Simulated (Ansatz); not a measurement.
**C2H3BO: one molecule under many settings**

How do the results and run time of C2H3BO respond when the settings are drawn wide?

Method: the settings change from run to run; program: Ansatz 0.2.0, Gaussian basis.

## Step 1: The relaxed structure

The geometry comes from an earlier relaxation with PBE0-D4 in a triple-zeta def2 set; it is a stationary point, not always the lowest conformer.

7 atoms, charge 0, spin multiplicity 1.

Atoms are counted from 1 here; the program's logs count them from 0.

Bond lengths: B1–C2 1.390 Å, B1–H5 1.174 Å, C2–C3 1.461 Å, C2–H6 1.088 Å, C3–O4 1.210 Å, C3–H7 1.109 Å. Angles: C2–B1–H5 179.0°, B1–C2–C3 122.9°, B1–C2–H6 119.9°, C3–C2–H6 117.3°, C2–C3–O4 125.3°, C2–C3–H7 114.5°, O4–C3–H7 120.1°.

## Step 2: B3LYP5/6-31G*

Set apart from the defaults: charge +1, multiplicity 2, density fitting with def2-universal-jkfit, high accuracy.

in.yaml

```yaml
crystal:
  periodic: [false, false, false]
  atoms:
    - {symbol: B, position_ang: [-1.196158, 0.487025, -0.606199]}
    - {symbol: C, position_ang: [0.030988, 0.515966, 0.045191]}
    - {symbol: C, position_ang: [0.792660, -0.691694, 0.356050]}
    - {symbol: O, position_ang: [0.452535, -1.821748, 0.088657]}
    - {symbol: H, position_ang: [-2.234030, 0.482593, -1.155354]}
    - {symbol: H, position_ang: [0.462209, 1.468457, 0.346365]}
    - {symbol: H, position_ang: [1.753096, -0.508498, 0.879589]}
basis:
  gaussian: {orbitals: "6-31G*", fitting: {mean_field: def2-universal-jkfit}}
total_charge: 1
magnetization: {spin_polarized: true, initial_magnetization: 1}
hamiltonian: {xc: {name: B3LYP5}}
accuracy: high
```

On the command line:

```
ansatz run in.yaml --threads 2 --pin off --events-out ev --progress --plain --max-ram 4352MiB
```

What it wrote:

```text
Functional definition: B3LYP5
  name "B3LYP5"
  cite "Stephens, Devlin, Chabalowski & Frisch, J. Phys. Chem. 98, 11623 (1994) doi:10.1021/j100096a001"
  cite "Becke, Phys. Rev. A 38, 3098 (1988) doi:10.1103/PhysRevA.38.3098"
  cite "Lee, Yang & Parr, Phys. Rev. B 37, 785 (1988) doi:10.1103/PhysRevB.37.785"
  cite "Vosko, Wilk & Nusair, Can. J. Phys. 58, 1200 (1980) doi:10.1139/p80-159"
  parameter a0 = 0.2
  parameter ax = 0.72
  parameter ac = 0.81
  exchange = (1 - a0 - ax)*slater_x + ax*b88_x + a0*exact_x
  correlation = (1 - ac)*vwn5_c + ac*lyp_c
356 factors; integrals over basis functions are off by at most 5.9e-2 eV
mean field evaluation 1: about -4820.7234 eV, gradient 5.1e1 eV
mean field evaluation 2: about -4670.0398 eV, gradient 1.3e2 eV
mean field evaluation 4: about -4831.0139 eV, gradient 1.1e1 eV
mean field evaluation 8: about -4831.6958 eV, gradient 2.1e-1 eV
mean field evaluation 16: about -4831.6969 eV, gradient 3.3e-3 eV
mean field evaluation 32: about -4831.8043 eV, gradient 2.9e0 eV
mean field -4831.85748168 eV, -177.5674873013 hartree, gradient 2.5e-8 eV, S^2 0.764043; 2 other end points of the search recorded, 0 dependent functions left out
reference -4831.85751101 eV, -177.5674883789 hartree; 14, 13 occupied and 52, 53 virtual orbitals, 356 factors
Total energy: -4831.85751101 eV, -177.5674883789 hartree
```

Run time: 5.5 s. Hardware: 2 threads of Arm Neoverse V2, shared host.

⟨S²⟩ 0.764.

## Step 3: PBEsol/6-31G

This run has charge -1, multiplicity 2, finite nuclei, D3(BJ) with three-body dispersion, relativity set to none, high accuracy, the search for lower states set to off.

in.yaml, as its differences from that of step 2:

```diff
@@ -11,6 +11,7 @@
 basis:
-  gaussian: {orbitals: "6-31G*", fitting: {mean_field: def2-universal-jkfit}}
-total_charge: 1
+  gaussian: {orbitals: 6-31G, nuclear_model: gaussian}
+total_charge: -1
 magnetization: {spin_polarized: true, initial_magnetization: 1}
-hamiltonian: {xc: {name: B3LYP5}}
+hamiltonian: {xc: {name: PBEsol}, dispersion: d3bjatm, pseudopotentials: {relativity: none}}
 accuracy: high
+scf: {lower_state_search: off}
```

Launched as before.

What it wrote, shortened:

```text
Functional definition: PBEsol
  name "PBEsol"
  cite "Perdew et al., Phys. Rev. Lett. 100, 136406 (2008) doi:10.1103/PhysRevLett.100.136406"
  cite "Perdew, Burke & Ernzerhof, Phys. Rev. Lett. 77, 3865 (1996) doi:10.1103/PhysRevLett.77.3865"
  parent pbesol
[...]
1039 factors; integrals over basis functions are off by at most 3.6e-9 eV
[...]
mean field -4816.55492349 eV, -177.0051286600 hartree, gradient 5.2e-8 eV, S^2 0.759202; 0 other end points of the search recorded, 0 dependent functions left out
reference -4816.55492591 eV, -177.0051287489 hartree; 15, 14 occupied and 27, 28 virtual orbitals, 1039 factors
Total energy: -4816.59659049 eV, -177.0066598943 hartree
Checks for a lower state left out: stability, starts, cluster_reference, orbital_swaps, neighbouring_geometries, increment
```

Wall time 1.2 s (2 threads of Arm Neoverse V2, shared host).

⟨S²⟩ 0.759.

## Step 4: BLYP/def2-mTZVPP

Set apart from the defaults: density fitting with def2-universal-jkfit, finite nuclei, the search for lower states set to light.

in.yaml, as its differences from that of step 3:

```diff
@@ -11,7 +11,4 @@
 basis:
-  gaussian: {orbitals: 6-31G, nuclear_model: gaussian}
-total_charge: -1
-magnetization: {spin_polarized: true, initial_magnetization: 1}
-hamiltonian: {xc: {name: PBEsol}, dispersion: d3bjatm, pseudopotentials: {relativity: none}}
-accuracy: high
-scf: {lower_state_search: off}
+  gaussian: {orbitals: def2-mTZVPP, fitting: {mean_field: def2-universal-jkfit}, nuclear_model: gaussian}
+hamiltonian: {xc: {name: BLYP}}
+scf: {lower_state_search: light}
```

The command is unchanged.

What it wrote:

```text
Functional definition: BLYP
  name "BLYP"
  cite "Becke, Phys. Rev. A 38, 3098 (1988) doi:10.1103/PhysRevA.38.3098"
  cite "Lee, Yang & Parr, Phys. Rev. B 37, 785 (1988) doi:10.1103/PhysRevB.37.785"
  parameter beta = 0.0042
  parameter a = 0.04918
  parameter b = 0.132
  parameter c = 0.2533
  parameter d = 0.349
  exchange = b88_x(beta = beta)
  correlation = lyp_c(a = a, b = b, c = c, d = d)
356 factors; integrals over basis functions are off by at most 8.8e-1 eV
mean field evaluation 1: about -4832.2204 eV, gradient 7.5e1 eV
mean field evaluation 2: about -4738.0697 eV, gradient 1.7e2 eV
mean field evaluation 4: about -4842.6411 eV, gradient 2.3e1 eV
mean field evaluation 8: about -4844.2729 eV, gradient 5.8e-1 eV
mean field evaluation 16: about -4844.2741 eV, gradient 5.7e-5 eV
mean field -4844.27406197 eV, -178.0237882105 hartree, gradient 5.7e-5 eV, S^2 0.000000; 0 other end points of the search recorded, 0 dependent functions left out
reference -4844.27436922 eV, -178.0237995016 hartree; 14, 14 occupied and 82, 82 virtual orbitals, 356 factors
Total energy: -4844.27436922 eV, -178.0237995016 hartree
```

It took 0.7 s on 2 threads of Arm Neoverse V2, shared host.

## Step 5: B2GP-PLYP/cc-pVDZ

Set apart from the defaults: density fitting with cc-pVTZ-jkfit, finite nuclei, high accuracy.

in.yaml, as its differences from that of step 4:

```diff
@@ -11,4 +11,5 @@
 basis:
-  gaussian: {orbitals: def2-mTZVPP, fitting: {mean_field: def2-universal-jkfit}, nuclear_model: gaussian}
-hamiltonian: {xc: {name: BLYP}}
-scf: {lower_state_search: light}
+  gaussian: {orbitals: cc-pVDZ, fitting: {mean_field: cc-pVTZ-jkfit}, nuclear_model: gaussian}
+hamiltonian: {xc: {name: B2GP-PLYP}}
+accuracy: high
+output: {forces: true}
```

The command is unchanged.

What it wrote, shortened:

```text
Functional definition: B2GP-PLYP
  name "B2GP-PLYP"
  cite "Karton, Tarnopolsky, Lamère, Schatz & Martin, J. Phys. Chem. A 112, 12868 (2008) doi:10.1021/jp801805p"
  cite "Becke, Phys. Rev. A 38, 3098 (1988) doi:10.1103/PhysRevA.38.3098"
  cite "Lee, Yang & Parr, Phys. Rev. B 37, 785 (1988) doi:10.1103/PhysRevB.37.785"
[...]
406 factors; integrals over basis functions are off by at most 1.1e-1 eV
[...]
mean field -4832.10115968 eV, -177.5764423025 hartree, gradient 1.8e-8 eV, S^2 0.000000; 0 other end points of the search recorded, 0 dependent functions left out
4 core orbitals not correlated: weight in the atoms' cores, before any rotation towards them, 1.000 or more for the frozen orbitals, at most 0.000 for the correlated occupied ones
reference -4832.10117666 eV, -177.5764429266 hartree; 10, 10 occupied and 57, 57 virtual orbitals, 406 factors
second order -16.22652184 eV of doubles, -0.00000000 eV of singles
[...]
Total energy: -4837.94272453 eV, -177.7911158511 hartree
Atom 0 at    -1.196158     0.487025    -0.606199 Å, force    -0.413597    -0.041534    -0.222024 eV/Å
Atom 1 at     0.030988     0.515966     0.045191 Å, force     0.283131     0.192007     0.164462 eV/Å
Atom 2 at     0.792660    -0.691694     0.356050 Å, force     0.285058     0.340956     0.177702 eV/Å
Atom 3 at     0.452535    -1.821748     0.088657 Å, force    -0.291272    -0.778227    -0.214287 eV/Å
Atom 4 at    -2.234030     0.482593    -1.155354 Å, force    -0.136767    -0.004513    -0.072845 eV/Å
Atom 5 at     0.462209     1.468457     0.346365 Å, force     0.069546     0.219967     0.053767 eV/Å
Atom 6 at     1.753096    -0.508498     0.879589 Å, force     0.203900     0.071344     0.113225 eV/Å
Dipole moment:    -0.208036     0.604133    -0.063392 e Å
```

Run time: 5.5 s. Hardware: 2 threads of Arm Neoverse V2, shared host.

Largest force 0.858 eV/Å, dipole 3.08 D.

## Step 6: B97M-V/6-31G*

Options: a grid of angular degree 23, a point charge of -1.00 e beside it, the search for lower states set to off.

in.yaml, as its differences from that of step 5:

```diff
@@ -11,5 +11,5 @@
 basis:
-  gaussian: {orbitals: cc-pVDZ, fitting: {mean_field: cc-pVTZ-jkfit}, nuclear_model: gaussian}
-hamiltonian: {xc: {name: B2GP-PLYP}}
-accuracy: high
+  gaussian: {orbitals: "6-31G*", final_grid: {core_spheres: 8, valence_spheres: 7, degree: 23}, point_charges: [{charge: -1.00, position_ang: [4.600, 0.476, -0.945]}]}
+hamiltonian: {xc: {name: B97M-V}}
+scf: {lower_state_search: off}
 output: {forces: true}
```

Same command.

What it wrote, shortened:

```text
Functional definition: B97M-V
  name "B97M-V"
  cite "Mardirossian & Head-Gordon, J. Chem. Phys. 142, 074111 (2015) doi:10.1063/1.4907719"
  cite "Becke, J. Chem. Phys. 107, 8554 (1997) doi:10.1063/1.475007"
  cite "Vydrov & Van Voorhis, J. Chem. Phys. 133, 244103 (2010) doi:10.1063/1.3521275"
  # Of w^i u^j: cxij and so on, Table III.
[...]
  gx(w, u) = cx00 + cx01*u + cx02*u^2 + (cx10 + cx11*u)*w
  gss(w, u) = css00 + css02*u^2 + css10*w + (css32*w^3 + css42*w^4)*u^2
  gos(w, u) = cos00 + cos01*u + cos03*u^3 + cos10*w + cos32*w^3*u^2
[...]
      + integral(e_c_pw_mod_opposite_spin*gos(b97_w_opposite, b97_u_opposite)) + vv10(b, c)
[...]
734 factors; their error is unknown
[...]
mean field -4843.58430042 eV, -177.9984399409 hartree, gradient 4.0e-6 eV, S^2 0.000000; 0 other end points of the search recorded, 0 dependent functions left out
[...]
reference -4843.58432808 eV, -177.9984409575 hartree; 14, 14 occupied and 52, 52 virtual orbitals, 734 factors
Total energy: -4843.58432808 eV, -177.9984409575 hartree
Atom 0 at    -1.196158     0.487025    -0.606199 Å, force     0.007678     0.018092    -0.023395 eV/Å
Atom 1 at     0.030988     0.515966     0.045191 Å, force    -0.227543     0.180822     0.017324 eV/Å
Atom 2 at     0.792660    -0.691694     0.356050 Å, force     0.831712     0.391368     0.335353 eV/Å
Atom 3 at     0.452535    -1.821748     0.088657 Å, force    -0.476327    -0.609899    -0.171307 eV/Å
Atom 4 at    -2.234030     0.482593    -1.155354 Å, force    -0.056045    -0.015632    -0.036649 eV/Å
Atom 5 at     0.462209     1.468457     0.346365 Å, force     0.095582    -0.058085    -0.047542 eV/Å
Atom 6 at     1.753096    -0.508498     0.879589 Å, force    -0.097614     0.052940    -0.135879 eV/Å
Dipole moment:     0.009755     0.648336    -0.020302 e Å
Checks for a lower state left out: stability, starts, cluster_reference, orbital_swaps, neighbouring_geometries, increment
```

Run time: 1.1 s. Hardware: 2 threads of Arm Neoverse V2, shared host.

Largest force 0.978 eV/Å, dipole 3.12 D.

## Step 7: RPA/def2-mTZVPP

This run has charge +1, multiplicity 2, restricted open-shell orbitals.

in.yaml, as its differences from that of step 6:

```diff
@@ -11,5 +11,6 @@
 basis:
-  gaussian: {orbitals: "6-31G*", final_grid: {core_spheres: 8, valence_spheres: 7, degree: 23}, point_charges: [{charge: -1.00, position_ang: [4.600, 0.476, -0.945]}]}
-hamiltonian: {xc: {name: B97M-V}}
-scf: {lower_state_search: off}
-output: {forces: true}
+  gaussian: {orbitals: def2-mTZVPP}
+total_charge: 1
+magnetization: {spin_polarized: false, initial_magnetization: 1}
+hamiltonian: {xc: {name: PBE}}
+correlation: {method: rpa}
```

Same command.

What it wrote, shortened:

```text
Functional definition: PBE
  name "PBE"
  cite "Perdew, Burke & Ernzerhof, Phys. Rev. Lett. 77, 3865 (1996) doi:10.1103/PhysRevLett.77.3865"
  parent pbe
[...]
887 factors; integrals over basis functions are off by at most 1.1e-3 eV
[...]
mean field -4830.03035059 eV, -177.5003414720 hartree, gradient 6.7e-6 eV, S^2 0.750000; 4 other end points of the search recorded, 0 dependent functions left out
[...]
4 core orbitals not correlated: weight in the atoms' cores, before any rotation towards them, 1.000 or more for the frozen orbitals, at most 0.000 for the correlated occupied ones
reference -4806.49675239 eV, -176.6354976898 hartree; 10, 9 occupied and 82, 83 virtual orbitals, 887 factors
Total energy: -4830.13218675 eV, -177.5040838820 hartree
```

It took 6 s on 2 threads of Arm Neoverse V2, shared host.

## Step 8: wPBEh/def2-TZVPD

Options: multiplicity 3, restricted open-shell orbitals.

in.yaml, as its differences from that of step 7:

```diff
@@ -11,6 +11,5 @@
 basis:
-  gaussian: {orbitals: def2-mTZVPP}
-total_charge: 1
-magnetization: {spin_polarized: false, initial_magnetization: 1}
-hamiltonian: {xc: {name: PBE}}
-correlation: {method: rpa}
+  gaussian: {orbitals: def2-TZVPD}
+magnetization: {spin_polarized: false, initial_magnetization: 2}
+hamiltonian: {xc: {name: wPBEh}}
+output: {forces: true}
```

The command is unchanged.

What it wrote, shortened:

```text
Functional definition: wPBEh
  name "wPBEh"
  cite "Heyd, Scuseria & Ernzerhof, J. Chem. Phys. 118, 8207 (2003) doi:10.1063/1.1564060"
  cite "Krukau, Vydrov, Izmaylov & Scuseria, J. Chem. Phys. 125, 224106 (2006) doi:10.1063/1.2404663"
  cite "Heyd & Scuseria, J. Chem. Phys. 120, 7274 (2004) doi:10.1063/1.1668634"
  cite "Ernzerhof & Perdew, J. Chem. Phys. 109, 3313 (1998) doi:10.1063/1.476928"
  cite "Perdew, Burke & Ernzerhof, Phys. Rev. Lett. 77, 3865 (1996) doi:10.1103/PhysRevLett.77.3865"
  parent pbe
[...]
850 factors; their error is unknown
114 factors; integrals over basis functions are off by at most 2.3e-6 eV
[...]
mean field -4837.52760648 eV, -177.7758605443 hartree, gradient 2.0e-5 eV, S^2 2.000000; 6 other end points of the search recorded, 0 dependent functions left out
[...]
reference -4837.52766231 eV, -177.7758625957 hartree; 15, 13 occupied and 163, 165 virtual orbitals, 850 factors
Total energy: -4837.52766231 eV, -177.7758625957 hartree
Atom 0 at    -1.196158     0.487025    -0.606199 Å, force    -4.557167    -0.040332    -2.413966 eV/Å
Atom 1 at     0.030988     0.515966     0.045191 Å, force     3.005572     0.103782     1.597770 eV/Å
Atom 2 at     0.792660    -0.691694     0.356050 Å, force     0.920775    -0.214156     0.471808 eV/Å
Atom 3 at     0.452535    -1.821748     0.088657 Å, force    -0.140011     0.283787    -0.052624 eV/Å
Atom 4 at    -2.234030     0.482593    -1.155354 Å, force     0.121865    -0.020566     0.062726 eV/Å
Atom 5 at     0.462209     1.468457     0.346365 Å, force     0.593194     0.006045     0.314159 eV/Å
Atom 6 at     1.753096    -0.508498     0.879589 Å, force     0.055771    -0.118560     0.020126 eV/Å
Dipole moment:     0.246503     0.470053     0.166738 e Å
```

Wall time 13 s (2 threads of Arm Neoverse V2, shared host); peak memory 0.5 GiB.

Largest force 5.157 eV/Å, dipole 2.67 D.

## Step 9: B97/def2-TZVP

Set apart from the defaults: multiplicity 3, density fitting with def2-universal-jkfit.

in.yaml, as its differences from that of step 8:

```diff
@@ -11,5 +11,5 @@
 basis:
-  gaussian: {orbitals: def2-TZVPD}
-magnetization: {spin_polarized: false, initial_magnetization: 2}
-hamiltonian: {xc: {name: wPBEh}}
+  gaussian: {orbitals: def2-TZVP, fitting: {mean_field: def2-universal-jkfit}}
+magnetization: {spin_polarized: true, initial_magnetization: 2}
+hamiltonian: {xc: {name: B97}}
 output: {forces: true}
```

Same command.

What it wrote, shortened:

```text
Functional definition: B97
  name "B97"
  cite "Becke, J. Chem. Phys. 107, 8554 (1997) doi:10.1063/1.475007"
[...]
      + integral(e_c_pw_opposite_spin*poly(b97_u_opposite, cos0, cos1, cos2))
356 factors; integrals over basis functions are off by at most 8.8e-1 eV
[...]
mean field -4841.28366402 eV, -177.9138931127 hartree, gradient 1.5e-5 eV, S^2 2.014125; 4 other end points of the search recorded, 0 dependent functions left out
[...]
reference -4841.28369948 eV, -177.9138944159 hartree; 15, 13 occupied and 127, 129 virtual orbitals, 356 factors
Total energy: -4841.28369948 eV, -177.9138944159 hartree
Atom 0 at    -1.196158     0.487025    -0.606199 Å, force    -4.665508    -0.043757    -2.471675 eV/Å
Atom 1 at     0.030988     0.515966     0.045191 Å, force     3.035920     0.118297     1.614922 eV/Å
Atom 2 at     0.792660    -0.691694     0.356050 Å, force     1.095209     0.443567     0.615074 eV/Å
Atom 3 at     0.452535    -1.821748     0.088657 Å, force    -0.346870    -0.452093    -0.218997 eV/Å
Atom 4 at    -2.234030     0.482593    -1.155354 Å, force     0.125413    -0.024400     0.064363 eV/Å
Atom 5 at     0.462209     1.468457     0.346365 Å, force     0.634645     0.065965     0.340730 eV/Å
Atom 6 at     1.753096    -0.508498     0.879589 Å, force     0.121192    -0.107579     0.055584 eV/Å
Dipole moment:     0.246467     0.447486     0.164984 e Å
```

Run time: 11 s. Hardware: 2 threads of Arm Neoverse V2, shared host; peak memory 0.25 GiB.

Largest force 5.280 eV/Å, dipole 2.58 D, ⟨S²⟩ 2.014.

## Step 10: wB97X/def2-mTZVP

Options: coordinates scaled by 1.05, finite nuclei, relativity set to scalar.

in.yaml

```yaml
crystal:
  periodic: [false, false, false]
  atoms:
    - {symbol: B, position_ang: [-1.255966, 0.511376, -0.636508]}
    - {symbol: C, position_ang: [0.032538, 0.541764, 0.047450]}
    - {symbol: C, position_ang: [0.832293, -0.726279, 0.373853]}
    - {symbol: O, position_ang: [0.475162, -1.912836, 0.093090]}
    - {symbol: H, position_ang: [-2.345731, 0.506722, -1.213121]}
    - {symbol: H, position_ang: [0.485319, 1.541880, 0.363683]}
    - {symbol: H, position_ang: [1.840751, -0.533923, 0.923568]}
basis:
  gaussian: {orbitals: def2-mTZVP, nuclear_model: gaussian}
hamiltonian: {xc: {name: wB97X}, pseudopotentials: {relativity: scalar}}
```

The command is unchanged.

What it wrote, shortened:

```text
Functional definition: wB97X
  name "wB97X"
  cite "Chai & Head-Gordon, J. Chem. Phys. 128, 084106 (2008) doi:10.1063/1.2834918"
  cite "Becke, J. Chem. Phys. 107, 8554 (1997) doi:10.1063/1.475007"
[...]
  # The coefficients of nought are those of the uniform gas.
[...]
      + exact_x_lr(omega)
[...]
      + integral(e_c_pw_opposite_spin*poly(b97_u_opposite, 1, cos1, cos2, cos3, cos4))
826 factors; their error is unknown
226 factors; integrals over basis functions are off by at most 1.6e-5 eV
[...]
mean field -4845.87776765 eV, -178.0827233072 hartree, gradient 4.5e-5 eV, S^2 0.000000; 0 other end points of the search recorded, 0 dependent functions left out
reference -4845.87773584 eV, -178.0827221382 hartree; 14, 14 occupied and 76, 76 virtual orbitals, 826 factors
Total energy: -4845.87773584 eV, -178.0827221382 hartree
Relativity: scalar
```

Run time: 2.2 s. Hardware: 2 threads of Arm Neoverse V2, shared host.

## Step 11: All runs side by side

| level | charge | multiplicity | geometry | functions | energy (eV) | time |
| --- | --- | --- | --- | --- | --- | --- |
| B3LYP5/6-31G* | 1 | 2 | relaxed | 66 | -4831.858 | 5.5 s |
| PBEsol/6-31G | -1 | 2 | relaxed | 42 | -4816.597 | 1.2 s |
| BLYP/def2-mTZVPP | 0 | 1 | relaxed | 96 | -4844.274 | 0.7 s |
| B2GP-PLYP/cc-pVDZ | 0 | 1 | relaxed | 71 | -4837.943 | 5.5 s |
| B97M-V/6-31G* | 0 | 1 | relaxed, point charge | 66 | -4843.584 | 1.1 s |
| RPA/def2-mTZVPP | 1 | 2 | relaxed | 96 | -4830.132 | 6 s |
| wPBEh/def2-TZVPD | 0 | 3 | relaxed | 178 | -4837.528 | 13 s |
| B97/def2-TZVP | 0 | 3 | relaxed | 142 | -4841.284 | 11 s |
| wB97X/def2-mTZVP | 0 | 1 | scaled | 90 | -4845.878 | 2.2 s |

## Step 12: Outcome

```
                                         quantity                    value
                                             runs                        9
                                         quickest  BLYP/def2-mTZVPP, 0.7 s
                                          slowest   wPBEh/def2-TZVPD, 13 s
spread of total energies, same state and geometry                   6.3 eV
```

**Reading.** Run time spans a factor of 19, from BLYP/def2-mTZVPP to wPBEh/def2-TZVPD. The jobs differ in tasks and options as well as level. The totals spread over 6 eV; they can't be compared across methods or bases. At the PBE0-D4/def2-TZVP geometry and in the same state, runs without warnings or point charges leave forces up to 0.86 eV/Å (B2GP-PLYP/cc-pVDZ).
